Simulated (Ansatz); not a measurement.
# C₂H₄BFO: how energies converge with the basis set

The task here is to estimate one member of a computed series from the others.

Program: Ansatz 0.2.0, Gaussian basis. Level of theory: one geometry, several basis sets. These are calculated values, not measurements.

The runs, in order: PBE0-D4/def2-SVP; ωB97M-V/def2-SVP; PBE0-D4/def2-QZVPP; ωB97M-V/def2-QZVPP; the functionals' def2-TZVPP values are taken from earlier runs.

### The geometry

All runs share one geometry, relaxed beforehand with PBE0-D4 in a triple-zeta def2 set.

SMILES `B/C=C(/O)F`, 9 atoms, charge 0, spin multiplicity 1.

Atoms are counted from 1 here; the program's logs count them from 0.

Bond lengths: B1–C2 1.508 Å, B1–H6 1.196 Å, B1–H7 1.197 Å, C2–C3 1.343 Å, C2–H8 1.085 Å, C3–O4 1.321 Å, C3–F5 1.324 Å, O4–H9 0.965 Å. Angles: C2–B1–H6 120.8°, C2–B1–H7 120.0°, H6–B1–H7 119.3°, B1–C2–C3 122.9°, B1–C2–H8 123.4°, C3–C2–H8 113.7°, C2–C3–O4 125.3°, C2–C3–F5 123.3°, O4–C3–F5 111.3°, C3–O4–H9 109.7°.

The first run:

The input, in.yaml:

```yaml
crystal:
  periodic: [false, false, false]
  atoms:
    - {symbol: B, position_ang: [0.496160, 1.283873, 0.923454]}
    - {symbol: C, position_ang: [0.650017, 0.026406, 0.105040]}
    - {symbol: C, position_ang: [-0.391104, -0.608774, -0.458455]}
    - {symbol: O, position_ang: [-0.312576, -1.710372, -1.183024]}
    - {symbol: F, position_ang: [-1.643330, -0.192447, -0.348581]}
    - {symbol: H, position_ang: [-0.582359, 1.769075, 1.102521]}
    - {symbol: H, position_ang: [1.460032, 1.807060, 1.401833]}
    - {symbol: H, position_ang: [1.605937, -0.449965, -0.084609]}
    - {symbol: H, position_ang: [-1.194377, -1.971159, -1.475280]}
basis:
  gaussian: {orbitals: def2-SVP}
hamiltonian: {xc: pbe0, dispersion: d4}
output: {orbitals: {seedname: orbitals}}
```

Started as:

```bash
ansatz run in.yaml --threads 2 --pin off --events-out ev --progress --plain --max-ram 4352MiB
```

Among the steps run: PBE0-D4 in def2-SVP; ωB97M-V in def2-SVP; PBE0-D4 in def2-QZVPP; ωB97M-V in def2-QZVPP.

One table of the session follows, with a row left open; its other results are not shown here.

It belongs to the step «Density functionals: the series». 

```
functional       basis  HOMO (eV)
   PBE0-D4    def2-SVP          ?
   PBE0-D4  def2-TZVPP      -7.60
   PBE0-D4  def2-QZVPP      -7.63
   ωB97M-V    def2-SVP      -9.66
   ωB97M-V  def2-TZVPP      -9.78
   ωB97M-V  def2-QZVPP      -9.81
```

Estimate the missing values for PBE0-D4, def2-SVP.

As computed: HOMO (eV): -7.51. In the column «HOMO (eV)» it is the highest.
